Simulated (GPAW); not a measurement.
Write an ASE script for GPAW 26.7.0 that does the following.

```
Task                : equation of state
Functional          : LDA
Potentials or basis : the program's PAW data sets (release 1.2.1) made for this functional
Cutoff              : 600 eV
Basis               : pw
k mesh              : 6 × 6 × 6
Occupations         : fermi-dirac, width 0.05 eV
Spin                : collinear spin, ferromagnetic start
Starting moments    : [0.6, 2.0, 2.0, 2.0] μB
Maxiter             : 150
Eos scales          : [0.94, 0.96, 0.98, 1.0, 1.02, 1.04, 1.06]
```

The system is Co3Ir.

```xyz
4
Lattice="3.5826 0.0000 0.0000 0.0000 3.5826 0.0000 0.0000 0.0000 3.5826" Properties=species:S:1:pos:R:3 pbc="T T T"
Ir    0.0000    0.0000    0.0000
Co    1.7913    1.7913    0.0000
Co    1.7913    0.0000    1.7913
Co    0.0000    1.7913    1.7913
```

The cell comes from a database or a generator and needn't be the stable form of this composition.

The input as run:

run.py

```python
from ase import Atoms
from ase.eos import EquationOfState
from ase.io import Trajectory
from ase.units import GPa
from gpaw import GPAW, PW

atoms = Atoms(['Ir', 'Co', 'Co', 'Co'],
              cell=[[3.582561, 0.0, 0.0],
                    [0.0, 3.582561, 0.0],
                    [0.0, 0.0, 3.582561]],
              scaled_positions=[[0.0, 0.0, 0.0],
                                [0.5, 0.5, 0.0],
                                [0.5, 0.0, 0.5],
                                [0.0, 0.5, 0.5]],
              pbc=True)
atoms.set_initial_magnetic_moments([0.6, 2.0, 2.0, 2.0])

traj = Trajectory('eos.traj', 'w')
volumes, energies = [], []
for x in [0.94, 0.96, 0.98, 1.0, 1.02, 1.04, 1.06]:
    a = atoms.copy()
    a.set_cell(atoms.cell * x**(1 / 3), scale_atoms=True)
    calc = GPAW(mode=PW(600),
                xc='LDA',
                kpts={'size': (6, 6, 6), 'gamma': True},
                occupations={'name': 'fermi-dirac', 'width': 0.05},
                nbands=41,
                convergence={'density': 1e-05, 'energy': 1e-05},
                maxiter=150,
                txt=f'eos-{x:.2f}.txt')
    a.calc = calc
    energies.append(a.get_potential_energy(force_consistent=True))
    volumes.append(a.get_volume())
    p = -a.get_stress()[:3].mean() / GPa
    calc.write(f'eos-{x:.2f}.gpw')
    traj.write(a)
    print(f'{x:.2f} {volumes[-1]:10.4f} A^3 {energies[-1]:14.6f} eV {p:9.3f} GPa', flush=True)

v0, e0, B = EquationOfState(volumes, energies, eos='birchmurnaghan').fit()
print(f'V0 = {v0:.4f} A^3, E0 = {e0:.6f} eV, B0 = {B / GPa:.2f} GPa')
```

Potentials or basis: the program's PAW data sets (release 1.2.1) made for this functional, pw.

Run with:

```sh
$ OMP_NUM_THREADS=1 python run.py
```

Results of the run:

The equilibrium volume is 10.91 Å³/atom, the bulk modulus is 319 GPa and the pressure derivative of the bulk modulus is 6.4 (rough: it moves with the points fitted).

Wall time 7.4 min on 1 thread of Intel(R) Xeon(R) Platinum 8488C (Sapphire Rapids), with other jobs on the host, peak memory 0.32 GiB.
